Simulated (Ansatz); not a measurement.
# SrAsPt: the cost of one run

Computed with Ansatz 0.2.0 through its Python package. The levels of theory stand in the script.

## Step 1: Starting point

It takes space group P6_3/mmc (No. 194, hexagonal). Conventional cell: a = 4.258 Å, b = 4.258 Å, c = 9.063 Å, α = 90.00°, β = 90.00°, γ = 120.00°. Sr (site symmetry -3m) has 6 As at 3.34 Å and 6 Pt at 3.34 Å as nearest neighbours. Around As (site symmetry -6m2) lie 3 Pt at 2.46 Å and 6 Sr at 3.34 Å. Pt (site symmetry -6m2) has 3 As at 2.46 Å as nearest neighbours.

No structure file is read: the coordinates are typed or built in the script.

## Step 2: The code

Contents of sraspt.py:

```python
"""How the lattice of SrAsPt depends on the functional."""

import ansatz
import numpy as np

def edges_and_angles(cell):
    cell = np.asarray(cell)
    a, b, c = np.linalg.norm(cell, axis=1)
    cosines = cell[1] @ cell[2] / (b * c), cell[0] @ cell[2] / (a * c), cell[0] @ cell[1] / (a * b)
    return (a, b, c, *np.degrees(np.arccos(cosines)))

structure = (
    ansatz.Lattice.of((4.25751441, 0.0, 0.0), (-2.1287572, 3.68711564, 0.0), (0.0, 0.0, 9.06349631))
    .atom("Sr", (0.0, 0.0, 0.5))
    .atom("Sr", (0.0, 0.0, 0.0))
    .atom("As", (1 / 3, 2 / 3, 0.75))
    .atom("As", (2 / 3, 1 / 3, 0.25))
    .atom("Pt", (1 / 3, 2 / 3, 0.25))
    .atom("Pt", (2 / 3, 1 / 3, 0.75))
)

calc = (
    structure.calculation()
    .kpoints(8, 8, 4)  # sampling of the Brillouin zone
    .occupations(ansatz.OccupationsMethod.FERMI_DIRAC)  # fractional filling near the Fermi level
    .basis(510)
    .relax(cell=True, force_tolerance=0.01)
)

levels = [("lda", "none"), ("blyp", "d3bj"), ("pbesol", "d3bj")]
print("level            a       b       c    alpha   beta  gamma  V/atom  steps")
for name, dispersion in levels:
    seen = []
    run = calc.functional(name, dispersion=dispersion).session().plan()
    done = run.execute(on_event=lambda e: seen.append(e) if e["event"] == "relax_step" else None)
    cell = done.lattice.cell_ang
    label = name if dispersion == "none" else f"{name}+{dispersion}"
    print("{:13s} {:7.4f} {:7.4f} {:7.4f} {:6.2f} {:6.2f} {:6.2f}".format(label, *edges_and_angles(cell)), f"{abs(np.linalg.det(cell)) / len(done.lattice.sites):7.3f} {len(seen):5d}")
```

## Step 3: What the engine is handed

The engine receives this input (first run):

```yaml
crystal:
  lattice:
    - [4.25751441, 0.0, 0.0]
    - [-2.1287572, 3.68711564, 0.0]
    - [0.0, 0.0, 9.06349631]
  atoms:
    - { symbol: Sr, position: [0.0, 0.0, 0.5] }
    - { symbol: Sr, position: [0.0, 0.0, 0.0] }
    - { symbol: As, position: [0.3333333333333333, 0.6666666666666666, 0.75] }
    - { symbol: As, position: [0.6666666666666666, 0.3333333333333333, 0.25] }
    - { symbol: Pt, position: [0.3333333333333333, 0.6666666666666666, 0.25] }
    - { symbol: Pt, position: [0.6666666666666666, 0.3333333333333333, 0.75] }
basis:
  ecutwfc: 510.0
kpoints:
  mp_grid:
    grid: [8, 8, 4]
hamiltonian:
  xc: lda
  dispersion: none
scf:
  occupations:
    method: fermi_dirac
relax:
  f_tol: 0.01
  cell: {}
```

## Step 4: Running it

Command:

```console
$ python sraspt.py
```

Q: Estimate wall time and peak memory on 1 thread of Intel Xeon Platinum 8259CL at 2.50GHz (Skylake/Cascade Lake), shared host.

About 4.9 min, with a peak of 0.68 GiB.
